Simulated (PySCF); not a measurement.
**SBrF₂−, cut into parts across a bond: interaction energy**

An exercise on one series of results from a longer session: the logs are not shown, and one member is left open.

Programs: PySCF 2.14.0. All values are calculated, for the isolated system unless a continuum is named. Atoms count from 0, parts from 1.

### The system as given

4 atoms, charge -1, multiplicity 1; geometry: GFN2-xTB. Parts: 1 = atoms 0–2, `FSF`, charge 0; 2 = atom 3, `[Br-]`, charge -1. In the given geometry S1 and Br3 of different parts are bonded (2.36 Å), so values for the parts refer to these atom groups.

Set-up of the first run:

What the job is given:

```
{"job": {"xc": "PBE0", "basis": "def2-TZVPD", "d3": "d3bj", "grid": 3, "kind": "geom", "shake": 0.01}, "charge": -1, "multiplicity": 1, "parts": [{"atoms": "0-2", "charge": 0, "multiplicity": 1}, {"atoms": "3-3", "charge": -1, "multiplicity": 1}]}
F     -1.079763     0.062571     0.181214
S      0.399910     0.625302     0.640239
F      1.084236    -0.566372    -0.530945
Br    -0.557717     2.172360     2.143989
```

Started as:

```console
$ OMP_NUM_THREADS=1 python cluster_run.py task.json out
```

The driver reads the jobs from task.json and runs them one after another.

Steps of the session up to this table: Relaxing the molecule at PBE0-D3(BJ)/def2-TZVPD; Coupled-cluster interaction energy: CCSD(T) and MP2, 2.60 Å; Coupled-cluster interaction energy: CCSD(T) and MP2, 2.73 Å; Coupled-cluster interaction energy: CCSD(T) and MP2, 2.86 Å; Coupled-cluster interaction energy: CCSD(T) and MP2, 2.47 Å; Coupled-cluster interaction energy: CCSD(T) and MP2, 3.25 Å; Coupled-cluster interaction energy: CCSD(T) and MP2, 2.34 Å; Coupled-cluster interaction energy: CCSD(T) and MP2, 3.90 Å; Coupled-cluster interaction energy: CCSD(T) and MP2, 5.21 Å.

One of the session's tables, all rows but one given; the rest of the session is left out.

It belongs to the step «Coupled-cluster interaction energy: CCSD(T) and MP2, 5.21 Å». 

```
                 method  interaction energy (kcal/mol)
         HF/aug-cc-pVDZ                          -5.54
        MP2/aug-cc-pVDZ                          -5.13
       CCSD/aug-cc-pVDZ                          -5.15
    CCSD(T)/aug-cc-pVDZ                          -5.08
         HF/aug-cc-pVQZ                              ?
        MP2/aug-cc-pVQZ                          -5.13
    SCS-MP2/aug-cc-pVQZ                          -5.08
      MP2, extrapolated                          -5.14
CCSD(T), limit estimate                          -5.09
```

Estimate the missing values for HF/aug-cc-pVQZ.

As computed: interaction energy (kcal/mol): -5.50. In the column «interaction energy (kcal/mol)» it lies between HF/aug-cc-pVDZ (-5.54) and CCSD/aug-cc-pVDZ (-5.15).
